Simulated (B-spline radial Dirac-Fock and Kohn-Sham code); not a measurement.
**W⁵²⁺: core levels and X-ray properties**

Wanted for W⁵²⁺: its X-ray form factor and Compton profile, the binding energy of each subshell, how cheaper methods do for the levels and its two-hole states.

Program: B-spline radial Dirac-Fock and Kohn-Sham code, version 2. Model: a free atom or ion on a radial basis; each step names its model. All values are calculated, but those marked as tabulated.

### Step 1. The atom as given

W⁵²⁺ in the configuration [Ar] 3d4.

```
nuclear charge     : 74
electrons          : 22
mass number        : 184
nuclear rms radius : 5.3658 fm
```

Outer shells as boxes (Hund's rule, for the drawing alone; heavy ions are jj-coupled, and the calculation averages over the configuration):

```
[Ar] core
3d [↑ ][↑ ][↑ ][↑ ][  ]
```

### Step 2. X-ray scattering functions

Model: Dirac-Fock average of configuration, finite nucleus; form factor of the spherical density, Waller-Hartree incoherent function, impulse-approximation Compton profiles.

Settings, as recorded:

```ini
task = scatter
Z = 74
charge = 52
configuration = 1s2 2s2 2p6 3s2 3p6 3d4
mass_number = 184
rms_radius = 5.3658  # fm
s = [0.0, 0.05, 0.06, 0.07, 0.09, 0.1, 0.12, 0.15, 0.18, 0.22, 0.27, 0.32, 0.39, 0.47, 0.57, 0.69, 0.83, 1.0, 1.21, 1.46, 1.77, 2.14, 2.58]  # 1/A
pz = [0, 0.1, 0.2, 0.3, 0.4, 0.5, 0.6, 0.8, 1.0, 1.2, 1.4, 1.6, 1.8, 2.0, 2.5, 3.0, 4.0, 5.0, 7.0, 10.0, 15.0, 20.0, 30.0, 40.0, 60.0, 100.0]  # a.u.
photon_energy = [2000, 5000, 17479.3, 20000, 30000, 200000, 500000, 1000000]  # eV
```

The program writes no log. Results of the run, from its result record (rounded, main fields):

```text
{
  "status": "converged",
  "form_factor [e]": [22.0, 21.991, 21.986, 21.982, 21.97, 21.962, 21.946, 21.915, 21.878, 21.819, 21.728, 21.619, 21.438, 21.19, 20.824, 20.308, 19.613, 18.66, 17.365, 15.738, 13.732, 11.544, 9.4185],
  "incoherent": [1.3165e-11, 0.0089805, 0.01293, 0.017595, 0.029069, 0.035876, 0.051623, 0.08055, 0.1158, 0.17251, 0.25876, 0.36166, 0.53273, 0.76488, 1.1059, 1.5812, 2.212, 3.0609, 4.1865, 5.5614, 7.2125, 8.9947, 10.783],
  "compton_total [1/a.u.]": [0.74214, 0.7421, 0.74197, 0.74175, 0.74145, 0.74106, 0.74059, 0.73938, 0.73783, 0.73593, 0.73369, 0.73111, 0.72819, 0.72493, 0.7153, 0.70362, 0.67441, 0.63824, 0.55123, 0.41291, 0.24386, 0.15416, 0.07004, 0.034655, 0.011239, 0.0022324],
  "shells": ["1s1/2", "2s1/2", "2p1/2", "2p3/2", "3s1/2", "3p1/2", "3p3/2", "3d3/2", "3d5/2"],
  "occupation": [2.0, 2.0, 2.0, 4.0, 2.0, 2.0, 4.0, 1.6, 2.4],
  "mean_momentum [a.u.]": [77.038, 27.76, 36.511, 32.368, 14.949, 17.709, 16.537, 19.755, 19.335],
  "r2 [bohr^2]": 0.51114,
  "r_inverse [1/bohr]": 420.8,
  "r1 [bohr]": 2.7869,
  "coherent [b]": [320.55, 313.22, 237.95, 219.7, 156.3, 10.353, 1.9799, 0.5233],
  "incoherent_cross_section [b]": [0.030672, 0.18563, 1.7562, 2.146, 3.5841, 7.4227, 5.9871, 4.534],
  "radial_jk": {
    "3d": {"j0": [1.0, 0.99939, 0.99913, 0.99881, 0.99804, 0.99758, 0.99652, 0.99457, 0.99218, 0.98835, 0.9825, 0.9755, 0.96383, 0.94791, 0.92433, 0.8911, 0.84633, 0.78487, 0.70126, 0.59606, 0.46612, 0.32435, 0.18745], "j2": [0.0, 0.0002421, 0.00034856, 0.00047433, 0.00078365, 0.00096715, 0.0013916, 0.0021714, 0.0031214, 0.0046499, 0.006974, 0.0097461, 0.014352, 0.020598, 0.029757, 0.042487, 0.059281, 0.08163, 0.11057, 0.14419, 0.18033, 0.21036, 0.22436], "j4": [0.0, 2.3386e-08, 4.8485e-08, 8.9805e-08, 2.4527e-07, 3.7371e-07, 7.7436e-07, 1.888e-06, 3.9085e-06, 8.6986e-06, 1.9654e-05, 3.8588e-05, 8.4436e-05, 0.00017608, 0.0003744, 0.00078418, 0.0015856, 0.0031763, 0.0063196, 0.012056, 0.02232, 0.03846, 0.060539], "r2": 0.032864, "r4": 0.0018091, "r6": 0.00015018}
  }
}
```

Form factor and incoherent function, every second point:

```
s (1/Å)  f (e)  f / N     S(s)
      0  22.00  1.000        0
 0.0600  21.99  0.999  0.01293
 0.0900  21.97  0.999  0.02907
  0.120  21.95  0.998  0.05162
  0.180  21.88  0.994   0.1158
  0.270  21.73  0.988   0.2588
  0.390  21.44  0.974   0.5327
  0.570  20.82  0.947    1.106
  0.830  19.61  0.891    2.212
   1.21  17.36  0.789    4.186
   1.77  13.73  0.624    7.213
   2.58  9.418  0.428    10.78
```

### Step 3. Hole states by ΔSCF

Model: Dirac-Fock average of configuration, Delta-SCF, finite nucleus, first-order Breit with its frequency dependence, self-energy and vacuum polarisation.

Recorded inputs:

```ini
task = binding
```

The program writes no log. Results of the run, from its result record (rounded, main fields):

```text
{
  "status": "converged",
  "shells": ["K", "L1", "L2", "L3", "M1", "M2", "M3", "M4,5"],
  "total_energy_parts [Ha]": [-13701.4099, 17.2925946, -1.73073475, -0.326647179, 13.9336404, -2.51624291],
  "koopmans [eV]": [73347.5, 15497.6, 14961.3, 13589.6, 5792.23, 5566.18, 5229.68, 4881.06],
  "dirac_coulomb [eV]": [73305.8, 15485.4, 14945.9, 13576.3, 5790.52, 5564.08, 5227.94, 4878.62],
  "gaunt [eV]": [-253.784, -28.4999, -47.1613, -32.2411, -6.50783, -10.8216, -7.41503, -4.00514],
  "retardation [eV]": [19.1218, 2.30654, 4.7648, 4.80357, 0.656698, 1.26542, 1.2862, 0.709373],
  "breit_frequency [eV]": [4.11359, -0.308674, -0.0681202, 1.78365, -0.0914905, -0.101053, 0.419815, -0.00707928],
  "self_energy [eV]": [-148.337, -21.6962, -0.239804, -1.68547, -5.54579, -0.236574, -0.533257, 0.186638],
  "vacuum_polarisation [eV]": [28.1181, 3.85124, 0.171801, -0.131069, 0.953868, 0.0534431, -0.0332813, -0.0362411],
  "binding [eV]": [72955.1, 15441.0, 14903.3, 13548.8, 5779.98, 5554.24, 5221.66, 4875.47],
  "mean_radius [bohr]": [0.0183436, 0.0763936, 0.0632681, 0.0710105, 0.190791, 0.18036, 0.192637, 0.170019]
}
```

total_energy_parts: Dirac-Coulomb, Gaunt, retardation, frequency dependence, self-energy, vacuum polarisation. 

The binding energies by parts, in eV; the parts add up.

```
     level       -ε  relaxation    Breit      QED  binding
    K (1s)  73347.5      -41.69  -230.55  -120.22  72955.1
   L1 (2s)  15497.6      -12.24   -26.50   -17.85  15441.0
L2 (2p1/2)  14961.3      -15.45   -42.46    -0.07  14903.3
L3 (2p3/2)  13589.6      -13.26   -25.65    -1.82  13548.8
   M1 (3s)   5792.2       -1.71    -5.94    -4.59   5780.0
M2 (3p1/2)   5566.2       -2.11    -9.66    -0.18   5554.2
M3 (3p3/2)   5229.7       -1.74    -5.71    -0.57   5221.7
 M4,5 (3d)   4881.1       -2.44    -3.30     0.15   4875.5
```

X-ray lines as differences of these levels:

```
       line  energy (eV)
 Kβ1 (K-M3)      67733.4
 Kβ3 (K-M2)      67400.8
 Kα1 (K-L3)      59406.2
 Kα2 (K-L2)      58051.7
Lβ3 (L1-M3)      10219.3
Lβ4 (L1-M2)       9886.8
 Lη (L2-M1)       9123.4
 Lℓ (L3-M1)       7768.9
```

### Step 4. Dirac LDA, for comparison

Model: Dirac-Kohn-Sham LDA (Slater exchange, VWN correlation), finite nucleus, spherical and without spin polarisation.

The run's settings:

```ini
task = binding-ladder
method = lda,vwn
relativity = dirac
```

The program writes no log. Results of the run, from its result record (rounded, main fields):

```text
{
  "status": "converged",
  "shells": ["K", "L1", "L2", "L3", "M1", "M2", "M3", "M4,5"],
  "minus_eigenvalue [eV]": [72693.4, 15255.1, 14764.9, 13398.6, 5690.65, 5492.4, 5157.72, 4810.4],
  "delta_scf [eV]": [73294.4, 15398.2, 14939.1, 13553.6, 5751.05, 5556.44, 5217.76, 4879.07],
  "total_energy [Ha]": -13694.7055,
  "dirac_fock_binding [eV]": [72955.1, 15441.0, 14903.3, 13548.8, 5779.98, 5554.24, 5221.66, 4875.47]
}
```

Against the Dirac-Fock value with Breit and QED (eV):

```
level       -ε    miss     ΔSCF    miss  Dirac-Fock
    K  72693.4  -261.7  73294.4  +339.3     72955.1
   L1  15255.1  -185.9  15398.2   -42.8     15441.0
   L2  14764.9  -138.4  14939.1   +35.7     14903.3
   L3  13398.6  -150.2  13553.6    +4.7     13548.8
   M1   5690.6   -89.3   5751.1   -28.9      5780.0
   M2   5492.4   -61.8   5556.4    +2.2      5554.2
   M3   5157.7   -63.9   5217.8    -3.9      5221.7
 M4,5   4810.4   -65.1   4879.1    +3.6      4875.5
```

### Step 5. Double vacancies and Auger multiplets

Model: Dirac-Fock average of configuration, Delta-SCF, finite nucleus, first-order Breit with its frequency dependence, self-energy and vacuum polarisation; two-hole levels by intermediate coupling within the shell, Auger rates as independent-particle Coulomb matrix elements.

Recorded inputs:

```ini
task = double
```

The program writes no log. Results of the run, from its result record (rounded, main fields):

```text
{
  "status": "converged",
  "single_binding [eV]": {"K": 72955.08, "L1": 15441.0, "L2": 14903.34, "L3": 13548.85, "M1": 5779.981, "M2": 5554.236, "M3": 5221.66, "M4,5": 4875.471},
  "double_binding [eV]": {
    "KK": 147393.4,
    "KL2": 88357.77,
    "KL3": 86928.14,
    "KM2": 78709.32,
    "KM3": 78357.37,
    "L1L1": 31183.44,
    "L1L2": 30636.86,
    "L1L3": 29267.01,
    "L1M2": 21159.46,
    "L1M3": 20818.33,
    "L2L2": 30176.57,
    "L2L3": 28777.46,
    "L2M1": 20842.55,
    "L2M3": 20286.73,
    "L3L3": 27413.1,
    "L3M1": 19485.36,
    "L3M2": 19270.33,
    "M2M2": 11241.03,
    "M2M3": 10897.33,
    "M3M3": 10563.32
  },
  "auger_lines [eV]": {
    "K-L123": [["L2L3", 2, 0.999818, 44167.6, 0.376923], ["L1L2", 1, 0.998074, 42305.5, 0.162441], ["L3L3", 2, 0.999818, 45551.2, 0.128837], ["L1L3", 1, 0.998074, 43638.0, 0.121], ["L1L1", 0, 0.995641, 41765.7, 0.116305], ["L1L3", 2, 1.0, 43719.6, 0.0299149]],
    "L2-M23": [["M2M3", 2, 0.999551, 4002.0, 0.239698], ["M2M2", 0, 0.999247, 3661.8, 0.118935], ["M2M3", 1, 1.0, 4012.42, 0.109986], ["M3M3", 0, 0.999247, 4323.45, 0.00338344], ["M3M3", 2, 0.999551, 4343.58, 0.00226975]],
    "L3-M23": [["M3M3", 2, 0.999551, 2989.1, 0.210228], ["M2M3", 2, 0.999551, 2647.52, 0.151167], ["M2M3", 1, 1.0, 2657.94, 0.0663934], ["M3M3", 0, 0.999247, 2968.97, 0.0651912], ["M2M2", 0, 0.999247, 2307.32, 0.000913085]]
  }
}
```

Auger rows: leading holes, J, purity, kinetic energy, width; the six strongest of each group. Left out are hole states that did not converge, or in which two open shells of one symmetry are about equally filled, where the average of configuration falls too low.

Hole-hole repulsion U = E(ab) - E(a) - E(b), in eV:

```
holes    double  sum of singles       U
  K K  147393.4        145910.2  1483.2
 K L2   88357.8         87858.4   499.4
 K L3   86928.1         86503.9   424.2
 K M2   78709.3         78509.3   200.0
 K M3   78357.4         78176.7   180.6
L1 L1   31183.4         30882.0   301.4
L1 L2   30636.9         30344.3   292.5
L1 L3   29267.0         28989.9   277.2
L1 M2   21159.5         20995.2   164.2
L1 M3   20818.3         20662.7   155.7
L2 L2   30176.6         29806.7   369.9
L2 L3   28777.5         28452.2   325.3
L2 M1   20842.5         20683.3   159.2
L2 M3   20286.7         20125.0   161.7
L3 L3   27413.1         27097.7   315.4
L3 M1   19485.4         19328.8   156.5
L3 M2   19270.3         19103.1   167.2
M2 M2   11241.0         11108.5   132.6
M2 M3   10897.3         10775.9   121.4
M3 M3   10563.3         10443.3   120.0
```

### Step 6. non-relativistic HF, for comparison

Model: non-relativistic Hartree-Fock, average of configuration, point nucleus.

Settings, as recorded:

```ini
task = binding-ladder
method = hf
relativity = nr
```

The program writes no log. Results of the run, from its result record (rounded, main fields):

```text
{
  "status": "converged",
  "shells": ["1s", "2s", "2p", "3s", "3p", "3d"],
  "minus_eigenvalue [eV]": [67622.2, 13929.1, 13494.2, 5342.34, 5150.58, 4864.21],
  "delta_scf [eV]": [67588.1, 13919.0, 13481.7, 5340.95, 5148.93, 4861.77],
  "total_energy [Ha]": -12856.2246
}
```

Beside the Dirac-Fock ΔSCF result with Breit and QED, in eV:

```
level       -ε     miss     ΔSCF     miss  Dirac-Fock
   1s  67622.2  -5332.9  67588.1  -5366.9     72955.1
   2s  13929.1  -1511.9  13919.0  -1522.0     15441.0
   2p  13494.2   -506.1  13481.7   -518.6     14000.3
   3s   5342.3   -437.6   5340.9   -439.0      5780.0
   3p   5150.6   -181.9   5148.9   -183.6      5332.5
   3d   4864.2    -11.3   4861.8    -13.7      4875.5
```

Spin-orbit partners are averaged with weights 2j + 1.

### Step 7. Methods side by side

| method | level | eigenvalue miss (%) | ΔSCF miss (%) | time |
| --- | --- | --- | --- | --- |
| Dirac LDA | K | -0.36 | +0.47 | 1.8 s |
| non-relativistic HF | 1s | -7.31 | -7.36 | 0.29 s |
| Dirac-Fock + Breit + QED | all | - | reference | 3.3 s |

Times cover the ground state and all hole states of a step, on one thread of a shared host; states solved in an earlier step are reused, and a first call can include compiling.

### Step 8. Summary of results

| quantity | value |
| --- | --- |
| rms radius of the electron cloud | 0.152 bohr |
| form factor halves at | 2.3 1/Å |
| Compton profile at zero | 0.7421 1/a.u. |
| deepest level listed, K (1s) | 72955.1 eV |
| least bound, M4,5 (3d) | 4875.5 eV |
| Kα1 | 59406.2 eV |
| ionisation energy, NIST (semi-empirical) | 4927.00 eV |
| Dirac LDA, K: eigenvalue / ΔSCF | 72693.4 / 73294.4 eV |
| largest U, K K | 1483.2 eV |
| strongest line of K-L123 | L2L3, J = 2, 44167.6 eV |
| non-relativistic HF, 1s: eigenvalue / ΔSCF | 67622.2 / 67588.1 eV |

In words: f falls from 22 to half of that at s = 2.3 1/Å. Incoherent scattering outweighs coherent from 500 keV on, among the energies asked. For K (1s), relaxation takes off 41.7 eV, Breit terms shift it by -230.55 and QED by -120.22 eV. NIST's ionisation energy differs by +51.53 eV from the least binding energy; the calculation averages open shells over their j components and terms. Dirac LDA misses the K level by -0.4 % with its eigenvalue and by +0.5 % with ΔSCF. Breit and QED terms, which only the reference holds, shift this level by tenths of a per cent, so the eigenvalue's nearness can be cancellation. U runs from 120.0 eV (M3 M3) to 1483.2 eV (K K). In the K-L123 Auger group the L2L3 J = 2 line carries 38 % of the rate. Non-relativistic HF misses the 1s level by -7.3 % with its eigenvalue and by -7.4 % with ΔSCF, as relativity is missing. The Hartree-Fock and Dirac-Fock values hold no electron correlation.
